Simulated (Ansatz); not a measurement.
**CH7BGe: rigid torsion scan in Python**

Wanted for CH7BGe: a rigid torsion scan. SMILES: B[CH2][GeH3].

All numbers are computed with Ansatz 0.2.0, driven from Python. Level of theory: PBE/def2-SVP.

### Step 1. Starting point

Bond lengths: B1–C2 1.534 Å, C2–Ge3 1.933 Å, B1–H4 1.120 Å, B1–H5 1.242 Å, C2–H6 1.127 Å, C2–H7 1.120 Å, Ge3–H8 1.507 Å, Ge3–H9 1.566 Å, Ge3–H10 1.596 Å. Angles (14 of 15 angles, heavy atoms first): B1–C2–Ge3 108.8°, B1–C2–H6 110.8°, B1–C2–H7 109.5°, Ge3–C2–H6 109.4°, Ge3–C2–H7 109.7°, C2–B1–H4 122.2°, C2–B1–H5 120.1°, C2–Ge3–H8 110.4°, C2–Ge3–H9 111.8°, C2–Ge3–H10 109.2°, H6–C2–H7 108.6°, H4–B1–H5 117.7°, H8–Ge3–H9 111.4°, H8–Ge3–H10 107.0°.

The script holds or builds the structure itself.

### Step 2. The code

Input file torsion_ch7bge.py:

```python
"""Rigid torsion scan of CH7BGe."""

from dataclasses import dataclass

import ansatz as az
from ase import Atoms


@dataclass(frozen=True)
class Options:
    basis: str = "def2-SVP"
    xc: str = "pbe"
    fmax: float = 0.02


settings = Options()

atoms = Atoms(["B", "C", "Ge", "H", "H", "H", "H", "H", "H", "H"], positions=[
    (-0.9438, 0.0296, -1.2258),
    (0.4717, 0.0754, -0.6368),
    (0.3554, -0.1162, 1.2833),
    (-1.6152, -0.8579, -1.0981),
    (-1.3866, 1.0031, -1.8576),
    (0.9782, 1.0511, -0.8866),
    (1.0805, -0.7625, -1.0627),
    (-0.2723, -1.4386, 1.6427),
    (-0.4119, 1.0793, 1.9425),
    (1.827, -0.1144, 1.902),
])

# relax first, so that the scan starts from a minimum
first = (
    az.Crystal.molecule_from_ase(atoms).calculation()
    .basis(gaussian=settings.basis)
    .functional(settings.xc)
    .relax(force_tolerance=settings.fmax, max_steps=80)
)
atoms.positions = first.run().report["positions_ang"]

start = atoms.get_dihedral(2, 1, 0, 3)
energies = {}
for turn in range(0, 360, 30):
    turned = atoms.copy()
    turned.set_dihedral(2, 1, 0, 3, start + turn, indices=[0, 3, 4])
    calc = az.Crystal.molecule_from_ase(turned).calculation()
    calc = calc.basis(gaussian=settings.basis)
    calc = calc.functional(settings.xc)
    energies[round((start + turn) % 360)] = calc.run().report["free_energy_ev"]
floor = min(energies.values())
print("dihedral Ge2-C1-B0-H3 (deg)   E - E(min) (kcal/mol)")
for angle, e in sorted(energies.items()):
    print(f"{angle:8d} {23.060548 * (e - floor):14.3f}  " + "#" * int(30 * (e - floor) / max(max(energies.values()) - floor, 1e-9)))
```

### Step 3. What the engine is handed

The engine receives this input (first run):

```yaml
crystal:
  periodic: [false, false, false]
  atoms:
    - { symbol: B, position_ang: [-0.9438, 0.0296, -1.2258] }
    - { symbol: C, position_ang: [0.4717, 0.0754, -0.6368] }
    - { symbol: Ge, position_ang: [0.3554, -0.1162, 1.2833] }
    - { symbol: H, position_ang: [-1.6152, -0.8579, -1.0981] }
    - { symbol: H, position_ang: [-1.3866, 1.0031, -1.8576] }
    - { symbol: H, position_ang: [0.9782, 1.0511, -0.8866] }
    - { symbol: H, position_ang: [1.0805, -0.7625, -1.0627] }
    - { symbol: H, position_ang: [-0.2723, -1.4386, 1.6427] }
    - { symbol: H, position_ang: [-0.4119, 1.0793, 1.9425] }
    - { symbol: H, position_ang: [1.827, -0.1144, 1.902] }
basis:
  gaussian:
    orbitals: def2-SVP
hamiltonian:
  xc: pbe
relax:
  f_tol: 0.02
  max_steps: 80
```

### Step 4. The run

Started as:

```bash
$ python torsion_ch7bge.py
```

Log:

```text
dihedral Ge2-C1-B0-H3 (deg)   E - E(min) (kcal/mol)
       3         12.453  ##############################
      33          8.852  #####################
      63          2.964  #######
      93          0.469  #
     123          2.978  #######
     153          8.860  #####################
     183         12.445  #############################
     213          8.744  #####################
     243          2.628  ######
     273          0.000
     303          2.642  ######
     333          8.758  #####################
```

Wall time 47 s (1 thread of Intel Xeon Platinum 8259CL at 2.50GHz (Skylake/Cascade Lake), shared host); peak memory 0.21 GiB.

### Step 5. How the relaxation of run 0 went

Relaxation path:

```
step  E - E(step 1) (eV)  largest force component (eV/Å)
   1              0.0000                          2.5591
   2             -0.2431                          0.7403
   3             -0.2830                          0.4297
   4             -0.2843                          0.5511
   5             -0.3186                          0.2026
   6             -0.3233                          0.0605
   7             -0.3235                          0.0226
   8             -0.3235                          0.0024
```

Step 1 is the start.

Before: Bond lengths: B1–C2 1.534 Å, C2–Ge3 1.933 Å, B1–H4 1.120 Å, B1–H5 1.242 Å, C2–H6 1.127 Å, C2–H7 1.120 Å, Ge3–H8 1.507 Å, Ge3–H9 1.566 Å, Ge3–H10 1.596 Å. Angles (14 of 15 angles, heavy atoms first): B1–C2–Ge3 108.8°, B1–C2–H6 110.8°, B1–C2–H7 109.5°, Ge3–C2–H6 109.4°, Ge3–C2–H7 109.7°, C2–B1–H4 122.2°, C2–B1–H5 120.1°, C2–Ge3–H8 110.4°, C2–Ge3–H9 111.8°, C2–Ge3–H10 109.2°, H6–C2–H7 108.6°, H4–B1–H5 117.7°, H8–Ge3–H9 111.4°, H8–Ge3–H10 107.0°.

After: Bond lengths: B1–C2 1.537 Å, C2–Ge3 2.012 Å, B1–H4 1.220 Å, B1–H5 1.220 Å, C2–H6 1.108 Å, C2–H7 1.108 Å, Ge3–H8 1.549 Å, Ge3–H9 1.549 Å, Ge3–H10 1.551 Å. Angles (14 of 15 angles, heavy atoms first): B1–C2–Ge3 101.8°, B1–C2–H6 116.9°, B1–C2–H7 116.9°, Ge3–C2–H6 103.8°, Ge3–C2–H7 103.5°, C2–B1–H4 120.7°, C2–B1–H5 120.7°, C2–Ge3–H8 110.7°, C2–Ge3–H9 111.0°, C2–Ge3–H10 106.6°, H6–C2–H7 111.3°, H4–B1–H5 118.4°, H8–Ge3–H9 109.7°, H8–Ge3–H10 109.4°.

Run 0 is this relaxation; the runs after it count from 1.

### Step 6. The engine's runs

From the records of these 12 runs:

```csv
run,turn (°),energy from run 1 (eV),SCF cycles,CPU time (s)
1,0,0.0000,15,1.8
2,30,0.1145,15,1.8
3,60,0.3798,15,1.8
4,90,0.5400,15,1.8
5,120,0.3839,15,1.8
6,150,0.1285,16,1.9
7,180,0.0203,15,1.8
8,210,0.1292,15,1.8
9,240,0.3842,15,1.8
10,270,0.5397,15,1.9
11,300,0.3792,15,1.8
12,330,0.1139,16,2
```

### Step 7. Results

| quantity | value |
| --- | --- |
| runs compared | 12 |
| range of energy | 0.540 eV |
| lowest point, turn (°) | 0 |

The lowest point lies at a turn of 0°, the highest 0.540 eV (52.1 kJ/mol) above it at 90°. The grid can miss the true lowest and highest points, and the rest of the molecule is held rigid. Run 0: After 7 moves the largest shift is 0.577 Å, of atom 5 (H). The scan is rigid and the energies are electronic, in a modest basis. With rigid groups the curve can differ much from the relaxed path, the start wasn't checked as a minimum of this torsion, and equivalent turns needn't return to the same energy.
